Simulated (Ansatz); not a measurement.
**NbH3O4: small, medium and large basis sets**

An exercise on one series of results from a longer session: the logs are not shown, and one member is left open.

Method: one geometry, several basis sets; program: Ansatz 0.2.0, Gaussian basis.

Plan: PBE0-D4/def2-SVP; ωB97M-V/def2-SVP; PBE0-D4/def2-QZVPP; ωB97M-V/def2-QZVPP; the functionals' def2-TZVPP values are taken from earlier runs.

## The relaxed structure

All runs share one geometry, relaxed beforehand with PBE0-D4 in a triple-zeta def2 set. Nb takes the def2 core potential; no spin-orbit term is included.

SMILES `[O]=[Nb]([OH])([OH])[OH]`, 8 atoms, charge 0, spin multiplicity 1.

Atoms are counted from 1 here; the program's logs count them from 0.

Bond lengths: O1–Nb2 1.698 Å, Nb2–O3 1.901 Å, Nb2–O4 1.901 Å, Nb2–O5 1.901 Å, O3–H6 0.958 Å, O4–H7 0.958 Å, O5–H8 0.958 Å. Angles: O1–Nb2–O3 109.1°, O1–Nb2–O4 109.1°, O1–Nb2–O5 109.1°, O3–Nb2–O4 109.9°, O3–Nb2–O5 109.9°, O4–Nb2–O5 109.8°, Nb2–O3–H6 129.2°, Nb2–O4–H7 129.2°, Nb2–O5–H8 129.2°.

Geometry (Å):

```
atom    x (Å)    y (Å)    z (Å)
  O1  -1.4763   0.2366   0.9067
 Nb2  -0.0436   0.0019   0.0270
  O3   1.4445   0.3343   1.1621
  O4  -0.0140   1.2043  -1.4451
  O5   0.0127  -1.7907  -0.6028
  H6   1.4567   0.5937   2.0840
  H7  -0.6634   1.8581  -1.7060
  H8  -0.6245  -2.4955  -0.4818
```

Set-up of the first run:

in.yaml

```yaml
crystal:
  periodic: [false, false, false]
  atoms:
    - {symbol: O, position_ang: [-1.476319, 0.236554, 0.906696]}
    - {symbol: Nb, position_ang: [-0.043600, 0.001917, 0.026957]}
    - {symbol: O, position_ang: [1.444471, 0.334349, 1.162137]}
    - {symbol: O, position_ang: [-0.014002, 1.204320, -1.445056]}
    - {symbol: O, position_ang: [0.012741, -1.790746, -0.602837]}
    - {symbol: H, position_ang: [1.456703, 0.593717, 2.084037]}
    - {symbol: H, position_ang: [-0.663424, 1.858142, -1.705983]}
    - {symbol: H, position_ang: [-0.624471, -2.495454, -0.481750]}
basis:
  gaussian: {orbitals: def2-SVP}
hamiltonian: {xc: pbe0, dispersion: d4}
output: {orbitals: {seedname: orbitals}}
```

Started as:

```bash
> ansatz run in.yaml --threads 4 --pin off --events-out ev --progress --plain --max-ram 10444MiB
```

Among the steps run: PBE0-D4 in def2-SVP; ωB97M-V in def2-SVP; PBE0-D4 in def2-QZVPP; ωB97M-V in def2-QZVPP.

One of the session's tables, all rows but one given; the rest of the session is left out.

It belongs to the step «Density functionals: the series». 

```
functional       basis  HOMO (eV)
   PBE0-D4    def2-SVP      -9.13
   PBE0-D4  def2-TZVPP      -9.32
   PBE0-D4  def2-QZVPP          ?
   ωB97M-V    def2-SVP     -11.53
   ωB97M-V  def2-TZVPP     -11.74
   ωB97M-V  def2-QZVPP     -11.80
```

**Question.** Estimate the row for PBE0-D4, def2-QZVPP.

As computed: HOMO (eV): -9.37. In the column «HOMO (eV)» it lies between ωB97M-V, def2-SVP (-11.53) and PBE0-D4, def2-TZVPP (-9.32).
